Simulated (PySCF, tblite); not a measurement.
# C₆H₈Si: vibronic structure

What do calculations give for the vibronic structure of C₆H₈Si (`[SiH3]c1ccccc1`)?

Computed with tblite 0.8.0 and PySCF 2.14.0 and routines of our own; the level stands in each step. Atoms count from 0.

## 1. The system as given

15 atoms, charge 0, multiplicity 1; geometry from: force field or distance geometry start.

## 2. Relaxing the molecule with GFN2-xTB

Job settings and geometry (Å):

```
{"job": {"kind": "relax", "xc": "GFN2-xTB", "basis": "xTB"}, "charge": 0, "multiplicity": 1}
Si     2.478400    -0.028400     0.221400
C      0.600200    -0.003300     0.043300
C     -0.106000    -1.206000    -0.125300
C     -1.507500    -1.178100    -0.263200
C     -2.200600     0.019600    -0.193800
C     -1.507900     1.213000    -0.024500
C     -0.110500     1.204700     0.100800
H      3.090000     0.771400    -0.870000
H      2.982300    -1.424700     0.158500
H      2.860500     0.574900     1.526300
H      0.394300    -2.164400    -0.176300
H     -2.053300    -2.120000    -0.392900
H     -3.286700     0.033900    -0.289300
H     -2.038500     2.155400     0.017300
H      0.400700     2.159900     0.245800
```

Run with:

```console
$ OMP_NUM_THREADS=1 python excited_run.py task.json out
```

The driver reads the jobs from task.json and runs them one after another.

What it wrote:

```text
step      E/eV     max force
  0    -506.85449    1.302
  1    -506.88860    0.521
  2    -506.90565    0.403
  3    -506.91719    0.227
  4    -506.91888    0.139
  5    -506.91992    0.085
  6    -506.92036    0.073
  7    -506.92106    0.074
  8    -506.92141    0.049
  9    -506.92161    0.042
 10    -506.92174    0.027
 11    -506.92188    0.032
 12    -506.92199    0.028
 13    -506.92207    0.020
 14    -506.92213    0.022
 15    -506.92219    0.018
 16    -506.92223    0.015
 17    -506.92224    0.007
```

Run time: 0.1 s. Hardware: 1 thread of Arm Neoverse V1, shared host.

Relaxation path:

| step | energy from step 0 (eV) | largest force (eV/Å) |
| --- | --- | --- |
| 0 | 0.0000 | 1.3018 |
| 1 | -0.0341 | 0.5214 |
| 2 | -0.0512 | 0.4029 |
| 3 | -0.0627 | 0.2275 |
| 4 | -0.0644 | 0.1389 |
| 5 | -0.0654 | 0.0846 |
| 6 | -0.0659 | 0.0728 |
| 7 | -0.0666 | 0.0736 |
| 8 | -0.0669 | 0.0490 |
| 9 | -0.0671 | 0.0420 |
| 10 | -0.0673 | 0.0271 |
| 11 | -0.0674 | 0.0324 |
| 12 | -0.0675 | 0.0278 |
| 13 | -0.0676 | 0.0204 |
| 14 | -0.0676 | 0.0223 |
| 15 | -0.0677 | 0.0182 |
| 16 | -0.0677 | 0.0152 |
| 17 | -0.0677 | 0.0066 |

Close pairs (by a distance rule), those that changed most:

| bond | before (Å) | after (Å) | change (Å) |
| --- | --- | --- | --- |
| C2–C3 | 1.409 | 1.383 | -0.025 |
| Si0–H8 | 1.486 | 1.464 | -0.022 |
| Si0–H9 | 1.488 | 1.466 | -0.022 |
| C5–C6 | 1.403 | 1.383 | -0.020 |
| Si0–H7 | 1.485 | 1.466 | -0.019 |
| C3–H11 | 1.096 | 1.081 | -0.015 |
| C1–C2 | 1.405 | 1.392 | -0.013 |
| C6–H14 | 1.093 | 1.081 | -0.012 |

The end geometry stands in the next job.

## 3. Vibrational analysis with GFN2-xTB

Job settings and geometry (Å):

```
{"job": {"kind": "ir", "xc": "GFN2-xTB", "basis": "xTB"}, "charge": 0, "multiplicity": 1}
Si     2.473636    -0.019035     0.223842
C      0.595417    -0.012266     0.049331
C     -0.123819    -1.189941    -0.129866
C     -1.501675    -1.177836    -0.252777
C     -2.190513     0.021598    -0.197908
C     -1.493032     1.205292    -0.021853
C     -0.115932     1.183793     0.100453
H      3.066797     0.767886    -0.861197
H      2.949886    -1.401519     0.155621
H      2.842483     0.574503     1.512354
H      0.405052    -2.131949    -0.174464
H     -2.040495    -2.104642    -0.390672
H     -3.266673     0.034761    -0.293152
H     -2.026150     2.144636     0.020808
H      0.420604     2.112707     0.237568
```

What it wrote:

```text
mode    cm-1     km/mol
  1       7.6      0.20
  2     142.3      0.34
  3     209.1      0.04
  4     357.1      0.03
  5     393.6      9.06
  6     395.7      1.25
  7     547.2     64.64
  8     552.6     83.58
  9     589.8      0.06
 10     666.0     12.04
 11     689.1      0.85
 12     734.3      5.67
 13     778.8    170.58
 14     788.3    162.61
 15     793.5    511.07
 16     879.9      0.03
 17     902.7      0.21
 18     929.8      0.00
 19     933.6      0.01
 20     978.7      3.77
 21    1086.4      0.50
 22    1122.3      0.20
 23    1156.3     24.81
 24    1183.1      0.01
 25    1208.5      0.80
 26    1288.4      2.65
 27    1312.7      0.25
 28    1420.6      4.16
 29    1468.4      6.70
 30    1577.9      1.44
 31    1596.0      2.98
 32    2241.5    432.19
 33    2246.5    216.18
 34    2259.9    272.47
 35    3059.1     17.65
 36    3061.1     17.79
 37    3069.1     12.56
 38    3074.4    125.31
 39    3085.6     60.52
```

Wall time 0.42 s (1 thread of Arm Neoverse V1, shared host).

The strongest bands and the atoms that carry them (share of the mass-weighted mode):

| cm⁻¹ | km/mol | atoms |
| --- | --- | --- |
| 553 | 83.6 | H9 33 %, H7 31 % |
| 779 | 170.6 | H8 58 %, H9 20 %, H7 18 % |
| 788 | 162.6 | H7 44 %, H9 43 % |
| 794 | 511.1 | H9 29 %, H7 29 %, H8 28 %, Si0 10 % |
| 2242 | 432.2 | H9 53 %, H7 43 % |
| 2246 | 216.2 | H7 53 %, H9 44 % |
| 2260 | 272.5 | H8 96 % |
| 3074 | 125.3 | H11 37 %, H13 34 %, H10 13 % |

## 4. Vibronic structure: TDDFT PBE0/def2-SVP

Settings changed since step 3:

```diff
@@ -1,2 +1,2 @@
-{"job": {"kind": "ir", "xc": "GFN2-xTB", "basis": "xTB"}, "charge": 0, "multiplicity": 1}
+{"job": {"kind": "vib", "xc": "PBE0", "basis": "def2-SVP", "tda": false}, "charge": 0, "multiplicity": 1}
 Si     2.473636    -0.019035     0.223842
```

With the program's defaults for keys left out, this is: TDDFT PBE0/def2-SVP vertical-gradient vibronic structure (displaced harmonic oscillators, Condon), gas phase.

What it wrote:

```text
final grid: 57272 points
cycle   1  E = -522.2449143041  dE =  9.416e-01  |g| = 3.108e-01  |ddm| = 4.608e+00
cycle   2  E = -522.2441881969  dE =  7.261e-04  |g| = 3.267e-01  |ddm| = 9.116e-01
cycle   3  E = -522.2738928620  dE = -2.970e-02  |g| = 3.333e-02  |ddm| = 4.280e-01
cycle   4  E = -522.2738976971  dE = -4.835e-06  |g| = 3.194e-02  |ddm| = 7.104e-02
cycle   5  E = -522.2741912235  dE = -2.935e-04  |g| = 4.294e-03  |ddm| = 4.084e-02
cycle   6  E = -522.2741964778  dE = -5.254e-06  |g| = 9.451e-04  |ddm| = 6.330e-03
cycle   7  E = -522.2741966903  dE = -2.125e-07  |g| = 2.211e-04  |ddm| = 1.091e-03
cycle   8  E = -522.2741967024  dE = -1.208e-08  |g| = 3.493e-05  |ddm| = 2.806e-04
cycle   9  E = -522.2741967026  dE = -2.782e-10  |g| = 2.118e-05  |ddm| = 6.844e-05
converged SCF energy = -522.2741967026

Singlet excitations (eV, f): 5.505 (0.0036)  6.154 (0.0803)  6.794 (0.0069)  7.066 (0.0005)  7.115 (0.3527)  7.142 (0.7864)

State S1  5.5053 eV  f = 0.00363  H-1->L 0.58, H->L+1 0.42
  relaxed dipole 0.968 D, largest gradient of the excitation energy 0.0389 Eh/bohr
  mode    cm-1        S   lambda/meV  Raman
   23   1156.3    0.3811      54.6   1.000
   21   1086.4    0.3915      52.7   0.907
   20    978.7    0.0777       9.4   0.146
    5    393.6    0.1136       5.5   0.035
   14    788.3    0.0188       1.8   0.023
   29   1468.4    0.0068       1.2   0.029
   15    793.5    0.0111       1.1   0.014
  reorganisation energy 0.1305 eV, total S 1.024, 0-0 5.3749 eV
  absorption maximum 5.375 eV, width 0.176 eV

State S5  7.1151 eV  f = 0.35270  H->L+1 0.36, H-1->L 0.27, H-1->L+1 0.24
  relaxed dipole 0.955 D, largest gradient of the excitation energy 0.0407 Eh/bohr
  mode    cm-1        S   lambda/meV  Raman
   23   1156.3    0.4114      59.0   1.000
   21   1086.4    0.3809      51.3   0.817
   30   1577.9    0.1198      23.4   0.542
   14    788.3    0.1080      10.6   0.122
   20    978.7    0.0774       9.4   0.135
   33   2246.5    0.0097       2.7   0.089
    9    589.8    0.0324       2.4   0.021
   29   1468.4    0.0114       2.1   0.045
   11    689.1    0.0180       1.5   0.016
    3    209.1    0.0507       1.3   0.004
    5    393.6    0.0241       1.2   0.007
   24   1183.1    0.0075       1.1   0.019
  reorganisation energy 0.1714 eV, total S 1.311, 0-0 6.9438 eV
  absorption maximum 6.944 eV, width 0.180 eV

State S6  7.1420 eV  f = 0.78636  H-1->L+1 0.46, H->L+1 0.19, H->L 0.16
  relaxed dipole 0.901 D, largest gradient of the excitation energy 0.0580 Eh/bohr
  mode    cm-1        S   lambda/meV  Raman
   31   1596.0    0.3690      73.0   1.000
   23   1156.3    0.4310      61.8   0.613
   21   1086.4    0.3530      47.6   0.443
   14    788.3    0.1160      11.3   0.077
   25   1208.5    0.0708      10.6   0.110
   20    978.7    0.0692       8.4   0.071
   33   2246.5    0.0104       2.9   0.056
    9    589.8    0.0391       2.9   0.014
   29   1468.4    0.0155       2.8   0.035
    5    393.6    0.0482       2.4   0.008
   11    689.1    0.0170       1.4   0.009
   15    793.5    0.0137       1.3   0.009
  reorganisation energy 0.2310 eV, total S 1.592, 0-0 6.9110 eV
  absorption maximum 6.911 eV, width 0.302 eV

State T1  4.1067 eV  f = 0.00000  H->L 0.62, H-1->L+1 0.34
  relaxed dipole 0.760 D, largest gradient of the excitation energy 0.0447 Eh/bohr
  mode    cm-1        S   lambda/meV  Raman
   21   1086.4    0.4362      58.8   1.000
   23   1156.3    0.3698      53.0   0.960
   31   1596.0    0.1069      21.1   0.529
   20    978.7    0.1122      13.6   0.209
   11    689.1    0.0835       7.1   0.077
   30   1577.9    0.0344       6.7   0.166
   25   1208.5    0.0141       2.1   0.040
    5    393.6    0.0302       1.5   0.009
   29   1468.4    0.0057       1.0   0.024
   14    788.3    0.0079       0.8   0.010
  reorganisation energy 0.1702 eV, total S 1.229, 0-0 3.9365 eV
  absorption maximum 3.936 eV, width 0.176 eV
```

It took 29 s on 1 thread of Arm Neoverse V1, shared host; peak memory 0.73 GiB.

## 5. Vibronic structure: TDDFT LC-wPBE/cc-pVDZ

Settings changed since step 4:

```diff
@@ -1,2 +1,2 @@
-{"job": {"kind": "vib", "xc": "PBE0", "basis": "def2-SVP", "tda": false}, "charge": 0, "multiplicity": 1}
+{"job": {"kind": "vib", "xc": "LC-wPBE", "basis": "cc-pVDZ", "tda": false, "fwhm_ev": 0.01, "grid": 2}, "charge": 0, "multiplicity": 1}
 Si     2.473636    -0.019035     0.223842
```

Method: TDDFT LC-wPBE/cc-pVDZ vertical-gradient vibronic structure (displaced harmonic oscillators, Condon), gas phase.

What it wrote:

```text
coarse grid: 13104 points
cycle   1  E = -522.6335023574  dE =  1.480e+00  |g| = 2.549e-01  |ddm| = 7.323e+00
cycle   2  E = -522.6577378408  dE = -2.424e-02  |g| = 9.232e-02  |ddm| = 9.405e-01
cycle   3  E = -522.6600534203  dE = -2.316e-03  |g| = 4.465e-02  |ddm| = 2.420e-01
cycle   4  E = -522.6606089590  dE = -5.555e-04  |g| = 7.820e-03  |ddm| = 1.170e-01
cycle   5  E = -522.6606253949  dE = -1.644e-05  |g| = 3.184e-03  |ddm| = 2.166e-02
cycle   6  E = -522.6606285693  dE = -3.174e-06  |g| = 5.714e-04  |ddm| = 7.902e-03
final grid: 122152 points
cycle   7  E = -522.6766413562  dE = -3.978e-05  |g| = 4.189e-03  |ddm| = 7.333e-02
cycle   8  E = -522.6766447355  dE = -3.379e-06  |g| = 2.864e-03  |ddm| = 1.394e-02
cycle   9  E = -522.6766468259  dE = -2.090e-06  |g| = 1.992e-04  |ddm| = 5.198e-03
cycle  10  E = -522.6766468641  dE = -3.825e-08  |g| = 5.562e-05  |ddm| = 9.779e-04
cycle  11  E = -522.6766468613  dE =  2.832e-09  |g| = 2.536e-05  |ddm| = 2.169e-04
cycle  12  E = -522.6766468615  dE = -2.572e-10  |g| = 1.104e-05  |ddm| = 6.701e-05
converged SCF energy = -522.6766468615

Singlet excitations (eV, f): 5.586 (0.0026)  6.314 (0.0628)  7.208 (0.0081)  7.299 (0.6974)  7.328 (0.5659)  7.579 (0.0002)

State S1  5.5856 eV  f = 0.00263  H-1->L 0.55, H->L+1 0.43
  relaxed dipole 0.831 D, largest gradient of the excitation energy 0.0371 Eh/bohr
  mode    cm-1        S   lambda/meV  Raman
   21   1086.4    0.4201      56.6   1.000
   23   1156.3    0.3658      52.4   0.986
   20    978.7    0.0866      10.5   0.167
    5    393.6    0.1051       5.1   0.033
   11    689.1    0.0127       1.1   0.012
  reorganisation energy 0.1305 eV, total S 1.017, 0-0 5.4550 eV
  absorption maximum 5.455 eV, width 0.008 eV

State S4  7.2985 eV  f = 0.69743  H-1->L+1 0.64, H->L 0.28
  relaxed dipole 0.874 D, largest gradient of the excitation energy 0.0537 Eh/bohr
  mode    cm-1        S   lambda/meV  Raman
   23   1156.3    0.4410      63.2   0.929
   21   1086.4    0.4046      54.5   0.752
   31   1596.0    0.2492      49.3   1.000
   20    978.7    0.0820       9.9   0.124
   30   1577.9    0.0395       7.7   0.155
   25   1208.5    0.0483       7.2   0.111
    9    589.8    0.0678       5.0   0.037
    5    393.6    0.0848       4.1   0.021
   14    788.3    0.0248       2.4   0.024
   29   1468.4    0.0117       2.1   0.040
   11    689.1    0.0119       1.0   0.009
  reorganisation energy 0.2109 eV, total S 1.493, 0-0 7.0876 eV
  absorption maximum 7.088 eV, width 0.148 eV

State S5  7.3277 eV  f = 0.56593  H->L+1 0.52, H-1->L 0.41
  relaxed dipole 0.849 D, largest gradient of the excitation energy 0.0372 Eh/bohr
  mode    cm-1        S   lambda/meV  Raman
   23   1156.3    0.4037      57.9   1.000
   21   1086.4    0.4269      57.5   0.933
   20    978.7    0.1020      12.4   0.181
    9    589.8    0.0682       5.0   0.044
   11    689.1    0.0506       4.3   0.045
    5    393.6    0.0407       2.0   0.012
   29   1468.4    0.0084       1.5   0.034
   14    788.3    0.0106       1.0   0.012
  reorganisation energy 0.1455 eV, total S 1.135, 0-0 7.1822 eV
  absorption maximum 7.182 eV, width 0.144 eV

State T1  3.9986 eV  f = 0.00000  H->L 0.54, H-1->L+1 0.38
  relaxed dipole 0.702 D, largest gradient of the excitation energy 0.0441 Eh/bohr
  mode    cm-1        S   lambda/meV  Raman
   21   1086.4    0.5066      68.2   1.000
   23   1156.3    0.4201      60.2   0.939
   20    978.7    0.1320      16.0   0.212
   31   1596.0    0.0582      11.5   0.248
   11    689.1    0.0938       8.0   0.075
   30   1577.9    0.0157       3.1   0.065
    5    393.6    0.0536       2.6   0.014
   29   1468.4    0.0057       1.0   0.020
   25   1208.5    0.0065       1.0   0.016
  reorganisation energy 0.1755 eV, total S 1.313, 0-0 3.8230 eV
  absorption maximum 3.823 eV, width 0.146 eV
```

Wall time 63 s (1 thread of Arm Neoverse V1, shared host); peak memory 0.87 GiB.

## 6. Outcome

| quantity | value |
| --- | --- |
| strongest single infrared mode (GFN2-xTB) | 794 cm⁻¹, 511 km/mol |
| zero-point energy (GFN2-xTB) | 69.7 kcal/mol |
| S1: vertical, reorganisation, 0-0, total S (step 4, TDDFT PBE0/def2-SVP, modes from GFN2-xTB) | 5.51, 0.13, 5.37 eV; 1.0 |
| S5: vertical, reorganisation, 0-0, total S (step 4, TDDFT PBE0/def2-SVP, modes from GFN2-xTB) | 7.12, 0.17, 6.94 eV; 1.3 |
| S6: vertical, reorganisation, 0-0, total S (step 4, TDDFT PBE0/def2-SVP, modes from GFN2-xTB) | 7.14, 0.23, 6.91 eV; 1.6 |
| S1: vertical, reorganisation, 0-0, total S (step 5, TDDFT LC-wPBE/cc-pVDZ, modes from GFN2-xTB) | 5.59, 0.13, 5.46 eV; 1.0 |
| S4: vertical, reorganisation, 0-0, total S (step 5, TDDFT LC-wPBE/cc-pVDZ, modes from GFN2-xTB) | 7.30, 0.21, 7.09 eV; 1.5 |
| S5: vertical, reorganisation, 0-0, total S (step 5, TDDFT LC-wPBE/cc-pVDZ, modes from GFN2-xTB) | 7.33, 0.15, 7.18 eV; 1.1 |

What this shows: All 39 modes are real, so the xTB geometry is a minimum. The strongest single mode, at 794 cm⁻¹, moves mainly H9, H7 and H8. Unscaled tight-binding wavenumbers are off by several per cent, some by more. Its intensities can rank the bands wrongly. Some states lie very close; unless symmetry makes them partners, their order is unsure. The vibronic model keeps the ground-state modes (from xTB) and shifts them along the gradient alone, so it can miss much of the relaxation that a full optimisation finds.
